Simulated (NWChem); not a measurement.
# A workflow on the pair CH3BFN···SiNH2Cl

Aim: the energy (singlet CH5BClFN2Si, revPBE-D3(0)/STO-3G), then a single-point energy (singlet CH3BFN, revPBE-D3(0)/STO-3G), then a single-point energy (singlet SiNH2Cl, revPBE-D3(0)/STO-3G), then the energy (singlet CH3BFN, revPBE-D3(0)/STO-3G), then a single-point energy (singlet SiNH2Cl, revPBE-D3(0)/STO-3G) of CH5BClFN2Si and its partners. 

The calculation is run with NWChem 7.3.0.

### 1 Starting point

CH5BClFN2Si has 12 atoms, charge 0, and is taken as a singlet. The two molecules were placed rigidly side by side, at 0.8 times their contact distance; the pair isn't optimised.

Bond lengths: B1–N2 1.364 Å, N2–C3 1.223 Å, C3–F4 1.339 Å, N8–Si9 1.701 Å, Si9–Cl10 2.104 Å, B1–H5 1.196 Å, B1–H6 1.196 Å, C3–H7 1.088 Å, N8–H11 1.009 Å, N8–H12 1.010 Å. Some angles: B1–N2–C3 178.6°, N2–C3–F4 122.5°, N8–Si9–Cl10 98.2°, N2–B1–H5 118.8°, N2–B1–H6 118.8°, N2–C3–H7 126.7°, F4–C3–H7 110.8°, Si9–N8–H11 121.0°, Si9–N8–H12 126.0°, H5–B1–H6 122.5°.

### 2 A single-point energy at revPBE-D3(0)/STO-3G (run 1)

File ch5bclfn2si.nw:

```
start ch5bclfn2si
memory stack 880 mb heap 220 mb global 1100 mb

geometry noautosym nocenter noautoz
   B     -0.489230     1.099540     0.577460
   N      0.009870     0.001340    -0.059940
   C      0.458070    -0.997160    -0.605140
   F      0.731170    -2.122260     0.067260
   H      0.275670     1.906840     1.016460
   H     -1.675030     1.223940     0.666360
   H      0.689470    -1.112260    -1.662440
   N      3.440440    -3.331800    -0.429750
   Si     2.534670    -4.280840     0.652310
   Cl     4.046360    -5.639020     1.198570
   H      3.023710    -2.547280    -0.908280
   H      4.412110    -3.468100    -0.667700
end

basis spherical bse
   B library STO-3G
   N library STO-3G
   C library STO-3G
   F library STO-3G
   H library STO-3G
   Si library STO-3G
   Cl library STO-3G
end

dft
   xc revpbe cpbe96
   disp vdw 3
   grid fine
   convergence energy 1e-08
   maxiter 100
   mulliken
   print low
end

task dft energy
```

On the command line:

```console
nwchem ch5bclfn2si.nw > ch5bclfn2si.out
```

The program printed (excerpt; [...] marks lines left out):

```text
[...]
 d= 0,ls=0.0,diis     1  -1012.5438745338 -1.38D+03  6.23D-02  1.22D+00     1.8
[...]
 d= 0,ls=0.0,diis    12  -1012.7770502852 -7.57D-10  5.52D-07  4.29D-10    14.3
         Total DFT energy =    -1012.777050285216
      One electron energy =    -2128.950856935501
           Coulomb energy =      835.431708087001
    Exchange-Corr. energy =      -84.740059674421
 Nuclear repulsion energy =      365.491323836332
    Dispersion correction =       -0.009165598628
[...]
      Total Density - Mulliken Population Analysis
     ---------------------------------------------
    Atom       Charge   Shell Charges
 -----------   ------   -------------------------------------------------------
    1 B    5     4.84   1.99  0.92  1.94
    2 N    7     7.28   1.99  1.45  3.84
    3 C    6     5.87   1.99  1.08  2.80
    4 F    9     9.02   2.00  1.95  5.07
    5 H    1     1.04   1.04
    6 H    1     1.04   1.04
    7 H    1     0.90   0.90
    8 N    7     7.54   1.99  1.54  4.00
    9 Si  14    13.46   2.00  2.00  5.86  1.81  1.79
   10 Cl  17    17.39   2.00  2.00  5.99  1.99  5.41
[...]
```

Run time: 15 s. Hardware: 1 thread of AMD EPYC 7R43 (Zen 3), shared host; peak memory 0.12 GiB.

### 3 CH3BFN: the energy at revPBE-D3(0)/STO-3G (run 2)

File ch3bfn.nw:

```
start ch3bfn
title "CH3BFN"
memory stack 880 mb heap 220 mb global 1100 mb

geometry units angstroms noautosym nocenter noautoz
   B    -0.489230    1.099540    0.577460
   N     0.009870    0.001340   -0.059940
   C     0.458070   -0.997160   -0.605140
   F     0.731170   -2.122260    0.067260
   H     0.275670    1.906840    1.016460
   H    -1.675030    1.223940    0.666360
   H     0.689470   -1.112260   -1.662440
end

basis spherical bse
   B library STO-3G
   N library STO-3G
   C library STO-3G
   F library STO-3G
   H library STO-3G
end

dft
   xc revpbe cpbe96
   disp vdw 3
   grid fine
   convergence energy 1e-08
   iterations 100
   mulliken
   print low
end

task dft
```

On the command line:

```console
nwchem ch3bfn.nw > ch3bfn.out
```

The program printed (excerpt; [...] marks lines left out):

```text
[...]
 d= 0,ls=0.0,diis     1   -216.1766905163 -3.17D+02  9.81D-02  9.40D-01     0.9
[...]
 d= 0,ls=0.0,diis    10   -216.3437361916 -3.95D-10  9.78D-07  2.66D-10     5.3
         Total DFT energy =     -216.343736191554
      One electron energy =     -497.363915265313
           Coulomb energy =      207.737138704949
    Exchange-Corr. energy =      -27.990757796163
 Nuclear repulsion energy =      101.277021162385
    Dispersion correction =       -0.003222997412
[...]
      Total Density - Mulliken Population Analysis
     ---------------------------------------------
    Atom       Charge   Shell Charges
 -----------   ------   -------------------------------------------------------
    1 B    5     4.85   1.99  0.92  1.94
    2 N    7     7.28   1.99  1.45  3.84
    3 C    6     5.87   1.99  1.08  2.79
    4 F    9     9.02   2.00  1.95  5.06
    5 H    1     1.04   1.04
    6 H    1     1.04   1.04
    7 H    1     0.90   0.90
[...]
```

It took 6.3 s on 1 thread of AMD EPYC 7R43 (Zen 3), shared host; peak memory 0.12 GiB.

### 4 SiNH2Cl: the energy at revPBE-D3(0)/STO-3G (run 3)

File clh2nsi.nw:

```
start clh2nsi
title "ClH2NSi energy"
memory 2200 mb
geometry noautosym nocenter noautoz
 N      3.440440    -3.331800    -0.429750
 Si     2.534670    -4.280840     0.652310
 Cl     4.046360    -5.639020     1.198570
 H      3.023710    -2.547280    -0.908280
 H      4.412110    -3.468100    -0.667700
end
basis spherical bse
 * library STO-3G
end
dft
 xc revpbe cpbe96
 mult 1
 disp vdw 3
 grid fine
 convergence energy 1e-08
 iterations 100
 mulliken
 noprint "final vectors analysis"
end
task dft
```

On the command line:

```console
nwchem clh2nsi.nw > clh2nsi.out
```

The program printed (excerpt; [...] marks lines left out):

```text
[...]
          Wavefunction type:  closed shell.
          No. of atoms     :     5
          No. of electrons :    40
[...]
          Charge           :     0
          Spin multiplicity:     1
[...]
          AO basis - number of functions:    25
[...]
              XC Information
              --------------
                        RevPBE Exchange Functional  1.000
            Perdew 1991 LDA Correlation Functional  1.000 local
           PerdewBurkeErnz. Correlation Functional  1.000 non-local
[...]
 d= 0,ls=0.0,diis     1   -796.3632713421 -9.28D+02  8.31D-02  2.93D-01     0.8
[...]
 d= 0,ls=0.0,diis     8   -796.4312503214  5.50D-10  3.95D-06  5.30D-09     3.9
         Total DFT energy =     -796.431250321393
      One electron energy =    -1366.457775727602
           Coulomb energy =      495.386982344037
    Exchange-Corr. energy =      -56.748307499625
 Nuclear repulsion energy =      131.390209022729
    Dispersion correction =       -0.002358460931
[...]
      Total Density - Mulliken Population Analysis
     ---------------------------------------------
    Atom       Charge   Shell Charges
 -----------   ------   -------------------------------------------------------
    1 N    7     7.54   1.99  1.54  4.00
    2 Si  14    13.46   2.00  2.00  5.86  1.82  1.79
    3 Cl  17    17.39   2.00  2.00  5.99  1.99  5.41
    4 H    1     0.81   0.81
    5 H    1     0.80   0.80
[...]
```

Wall time 5.1 s (1 thread of AMD EPYC 7R43 (Zen 3), shared host); peak memory 0.12 GiB.

### 5 CH3BFN among ghost functions: a single-point energy at revPBE-D3(0)/STO-3G (with ghost functions) (run 4)

File ch3bfn.nw:

```
start ch3bfn
memory total 2200 mb

geometry units angstrom noautosym nocenter noautoz
  B       -0.489230       1.099540       0.577460
  N        0.009870       0.001340      -0.059940
  C        0.458070      -0.997160      -0.605140
  F        0.731170      -2.122260       0.067260
  H        0.275670       1.906840       1.016460
  H       -1.675030       1.223940       0.666360
  H        0.689470      -1.112260      -1.662440
  bqN      3.440440    -3.331800    -0.429750
  bqSi     2.534670    -4.280840     0.652310
  bqCl     4.046360    -5.639020     1.198570
  bqH      3.023710    -2.547280    -0.908280
  bqH      4.412110    -3.468100    -0.667700
end

basis "ao basis" spherical bse
  B library STO-3G
  N library STO-3G
  C library STO-3G
  F library STO-3G
  H library STO-3G
  bqN library N STO-3G
  bqSi library Si STO-3G
  bqCl library Cl STO-3G
  bqH library H STO-3G
end

dft
  xc revpbe cpbe96
  disp vdw 3
  grid fine
  convergence energy 1e-08
  iterations 100
  mulliken
  print low
end

task dft
```

On the command line:

```console
nwchem ch3bfn.nw > ch3bfn.out
```

The program printed (excerpt; [...] marks lines left out):

```text
[...]
 d= 0,ls=0.0,diis     1   -216.1799721529 -3.17D+02  4.67D-02  9.39D-01     2.0
[...]
 d= 0,ls=0.0,diis    10   -216.3464980421 -2.74D-10  8.32D-07  1.65D-09    14.5
         Total DFT energy =     -216.346498042147
      One electron energy =     -497.320049288311
           Coulomb energy =      207.684979257126
    Exchange-Corr. energy =      -27.985226175935
 Nuclear repulsion energy =      101.277021162385
    Dispersion correction =       -0.003222997412
[...]
      Total Density - Mulliken Population Analysis
     ---------------------------------------------
    Atom       Charge   Shell Charges
 -----------   ------   -------------------------------------------------------
    1 B    5     4.85   1.99  0.92  1.94
    2 N    7     7.28   1.99  1.45  3.84
    3 C    6     5.87   1.99  1.08  2.79
    4 F    9     9.01   2.00  1.95  5.06
    5 H    1     1.04   1.04
    6 H    1     1.04   1.04
    7 H    1     0.90   0.90
    8 X    0    -0.00  -0.00 -0.00 -0.00
    9 X    0     0.01   0.00  0.00 -0.00  0.00  0.00
   10 X    0     0.00   0.00  0.00 -0.00  0.00  0.00
[...]
```

Run time: 16 s. Hardware: 1 thread of AMD EPYC 7R43 (Zen 3), shared host; peak memory 0.13 GiB.

### 6 SiNH2Cl among ghost functions: the energy at revPBE-D3(0)/STO-3G (with ghost functions) (run 5)

File job.nw:

```
start job
memory total 2200 mb
charge 0

geometry units angstrom noautosym nocenter noautoz
  N        3.440440      -3.331800      -0.429750
  Si       2.534670      -4.280840       0.652310
  Cl       4.046360      -5.639020       1.198570
  H        3.023710      -2.547280      -0.908280
  H        4.412110      -3.468100      -0.667700
  bqB     -0.489230     1.099540     0.577460
  bqN      0.009870     0.001340    -0.059940
  bqC      0.458070    -0.997160    -0.605140
  bqF      0.731170    -2.122260     0.067260
  bqH      0.275670     1.906840     1.016460
  bqH     -1.675030     1.223940     0.666360
  bqH      0.689470    -1.112260    -1.662440
end

basis spherical bse
  N library STO-3G
  Si library STO-3G
  Cl library STO-3G
  H library STO-3G
  bqB library B STO-3G
  bqN library N STO-3G
  bqC library C STO-3G
  bqF library F STO-3G
  bqH library H STO-3G
end

dft
  xc revpbe cpbe96
  disp vdw 3
  grid fine
  convergence energy 1e-08
  maxiter 100
  mulliken
  noprint "final vectors analysis"
end

task dft energy
```

On the command line:

```console
nwchem job.nw > job.out
```

The program printed (excerpt; [...] marks lines left out):

```text
[...]
          Wavefunction type:  closed shell.
          No. of atoms     :    12
          No. of electrons :    40
[...]
          Charge           :     0
          Spin multiplicity:     1
[...]
          AO basis - number of functions:    48
[...]
              XC Information
              --------------
                        RevPBE Exchange Functional  1.000
            Perdew 1991 LDA Correlation Functional  1.000 local
           PerdewBurkeErnz. Correlation Functional  1.000 non-local
[...]
 d= 0,ls=0.0,diis     1   -796.3636214261 -9.28D+02  4.33D-02  2.93D-01     1.9
[...]
 d= 0,ls=0.0,diis     8   -796.4316530016  5.21D-10  2.04D-06  5.18D-09     8.0
         Total DFT energy =     -796.431653001649
      One electron energy =    -1366.445860243953
           Coulomb energy =      495.373752969570
    Exchange-Corr. energy =      -56.747396289064
 Nuclear repulsion energy =      131.390209022729
    Dispersion correction =       -0.002358460931
[...]
      Total Density - Mulliken Population Analysis
     ---------------------------------------------
    Atom       Charge   Shell Charges
 -----------   ------   -------------------------------------------------------
    1 N    7     7.54   1.99  1.54  4.00
    2 Si  14    13.46   2.00  2.00  5.86  1.81  1.79
    3 Cl  17    17.39   2.00  2.00  5.99  1.99  5.41
    4 H    1     0.81   0.81
    5 H    1     0.80   0.80
    6 X    0     0.00   0.00  0.00  0.00
    7 X    0     0.00   0.00  0.00 -0.00
    8 X    0     0.00   0.00  0.00  0.00
    9 X    0     0.00   0.00  0.00  0.00
   10 X    0     0.00   0.00
[...]
```

Run time: 9 s. Hardware: 1 thread of AMD EPYC 7R43 (Zen 3), shared host; peak memory 0.12 GiB.

### 7 Outcome

| quantity | value |
| --- | --- |
| run 1, revPBE-D3(0)/STO-3G: total energy | -1012.77705 Eh |
| run 1, revPBE-D3(0)/STO-3G: dispersion energy | -24.06 kJ/mol |
| CH3BFN: total energy | -216.34374 Eh |
| CH3BFN: dispersion energy | -8.46 kJ/mol |
| SiNH2Cl: total energy | -796.43125 Eh |
| SiNH2Cl: dipole moment | 3.66 D |
| SiNH2Cl: dispersion energy | -6.19 kJ/mol |
| CH3BFN among ghost functions: total energy | -216.34650 Eh |
| CH3BFN among ghost functions: dispersion energy | -8.46 kJ/mol |
| SiNH2Cl among ghost functions: total energy | -796.43165 Eh |
| SiNH2Cl among ghost functions: dipole moment | 3.64 D |
| SiNH2Cl among ghost functions: dispersion energy | -6.19 kJ/mol |
| interaction energy of the rigid parts CH3BFN and SiNH2Cl (parts in their own basis; closest atoms 2.53 Å apart) | -0.056 eV |
| interaction energy of the rigid parts CH3BFN and SiNH2Cl (parts in the whole basis, counterpoise; closest atoms 2.53 Å apart) | 0.030 eV |

**Reading.** The interaction energy of the rigid parts CH3BFN and SiNH2Cl (parts in their own basis; closest atoms 2.53 Å apart) is −0.06 eV (−5.4 kJ/mol). Without counterpoise this holds the superposition error of the basis. The interaction energy of the rigid parts CH3BFN and SiNH2Cl (parts in the whole basis, counterpoise; closest atoms 2.53 Å apart) is 0.03 eV (0.7 kcal/mol): the parts repel at this shape. The basis-set superposition error is 8.3 kJ/mol. It is larger than the uncorrected attraction, which is thus an artefact of the basis.
